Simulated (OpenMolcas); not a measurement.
**Ag²⁺ with 5 ligands (fluoride): CASSCF and CASPT2 levels and susceptibility**

Which state of Ag²⁺ lies lowest among these ligands, how large is the field, and what χT follows?

Program: OpenMolcas 26.06. Level of theory: state-averaged CASSCF and CASPT2, spin-orbit coupling by RASSI with atomic mean-field integrals. These are calculated values, not measurements, unless marked.

**1. What is computed**

```
Species                           : Ag²⁺ (silver, Z = 47, 45 electrons)
Basis                             : ANO-RCC-VTZP [7s6p4d2f1g], 138 functions with the ligands
Scalar Hamiltonian                : DKH2, point nucleus
Inactive shells                   : 1s 2s 2p 3s 3p 3d 4s 4p of the metal, and all ligand shells
Active space                      : 9 electrons in 5 orbitals (4d)
Some configurations of this space : 4d9
Orbitals                          : optimised for each spin and parity, averaged over all roots
```

The outer shells:

4d9
```
4d [↑↓][↑↓][↑↓][↑↓][↑ ]
```

Ag²⁺ is taken with 5 ligands (fluoride) in trigonal bipyramid coordination (D3h) at 2.19 Å, the axial distance 2.256 Å. A charge of +0.6 e stands 3.2 Å behind each ligand. Ligand basis ANO-RCC-VDZP. The distances are assumed, not relaxed.

```xyz
6

Ag    0.0000    0.0000    0.0000
F     2.1900    0.0000    0.0000
F    -1.0950    1.8966    0.0000
F    -1.0950   -1.8966    0.0000
F     0.0000    0.0000    2.2557
F     0.0000    0.0000   -2.2557
```

The work runs as a chain of OpenMolcas steps in one folder; each step below is one input file. Labels, J, g values, rates, χT and fits are worked out afterwards by a script from the matrices that RASSI stores.

**2. Basis and integrals**

a.inp

```
&GATEWAY
Coord
6

Ag 0.0 0.0 0.0
F 2.190000 0.000000 0.000000
F -1.095000 1.896596 0.000000
F -1.095000 -1.896596 0.000000
F 0.000000 0.000000 2.255700
F 0.000000 0.000000 -2.255700
Basis=Ag.ANO-RCC-VTZP,F.ANO-RCC-VDZP
Group=NoSym
NoMove
AngMom=0.0 0.0 0.0
AMFI
RICD
XField
5 Angstrom 0
5.390000 0.000000 0.000000 0.600000
-2.695000 4.667877 0.000000 0.600000
-2.695000 -4.667877 0.000000 0.600000
0.000000 0.000000 5.455700 0.600000
0.000000 0.000000 -5.455700 0.600000
&SEWARD
```

Launch:

```sh
$ OMP_NUM_THREADS=1 MOLCAS_MEM=2457 MOLCAS_PROJECT=a pymolcas a.inp > a.log
```

**3. CASSCF: doublets, 5 roots**

a.inp

```
&RASSCF
FileOrb=start.orb
Symmetry=1
Spin=2
nActEl=9 0 0
Inactive=43
Ras2=5
CIRoot=5 5 1
SDav=5
CIMx=300
Iter=150 100
PrWF=0.3
OrbListing=Nothing
MaxOrb=0
LevShft=1.0
>>> COPY $Project.JobIph JOB001
```

start.orb holds start orbitals that the driver prepared beforehand, or those of the step before.

**4. State interaction with spin-orbit coupling**

a.inp

```
&RASSI
NrOfJobIphs=1 5
1 2 3 4 5
IphNames
JOB001
EJob
SpinOrbit
DIPRint=1.0
SOCoupling=1000.0
Subsets=2
Property=9
'ANGMOM' 1 'ANGMOM' 2 'ANGMOM' 3 'MLTPL  1' 1 'MLTPL  1' 2 'MLTPL  1' 3
'AMFI' 1 'AMFI' 2 'AMFI' 3
SOProperty=3
'ANGMOM' 1 'ANGMOM' 2 'ANGMOM' 3
```

**5. CASPT2: IPEA 0.25, imaginary shift 0.1 (closed shells correlated: 4s 4p of the metal, with ligand shells; the Frozen line counts the rest)**

a.inp

```
>>> COPY JOB001 $Project.JobIph
&CASPT2
Multistate=5 1 2 3 4 5
NoMult
Frozen=19
IPEA=0.25
Imaginary=0.1
MaxIter=60
WThr=0.0 0.3 0.05
PrWF=0.5
NoMix
```

(Steps that only read results are left out.)

**Question.** What will these runs give? Wanted: spin-free ground state; first state of the same spin within the active space; lowest level; next level.

As calculated:

```
                                            quantity                                                                                                                                          value
                                              method  SS-CASPT2, IPEA 0.25, imaginary shift 0.1 (closed shells correlated: 4s 4p of the metal, with ligand shells; the Frozen line counts the rest)
                              spin-free ground state                                                                                                                2A1, 1-fold in its orbital part
first state of the same spin within the active space                                                                                                                                2E at 6630 cm⁻¹
                                        lowest level                                                                                                              2-fold E1/2, g = 1.94, 2.72, 2.72
                                          next level                                                                                                                                    5316.0 cm⁻¹
                                         χT at 300 K                                                                                                                                 0.61 cm³ K/mol
                           effective moment at 300 K                                                                                                                                        2.20 μB
```

Cost by method:

```csv
method,time of its own steps,time with the reference
A. CASSCF,24 s,24 s
"B. SS-CASPT2, IPEA 0.25, imaginary shift 0.1, +4s 4p",45 s,70 s
```

Times are of one thread on a shared host.

In words: The spin-free ground state (2A1) comes to 100 % from free-ion D terms and keeps the highest spin of the shell. χT at 300 K is 0.61, against 0.38 cm³ K/mol for the spin alone, so orbital moment adds to it. CASPT2 does not keep the components of a term degenerate, and the means are used.
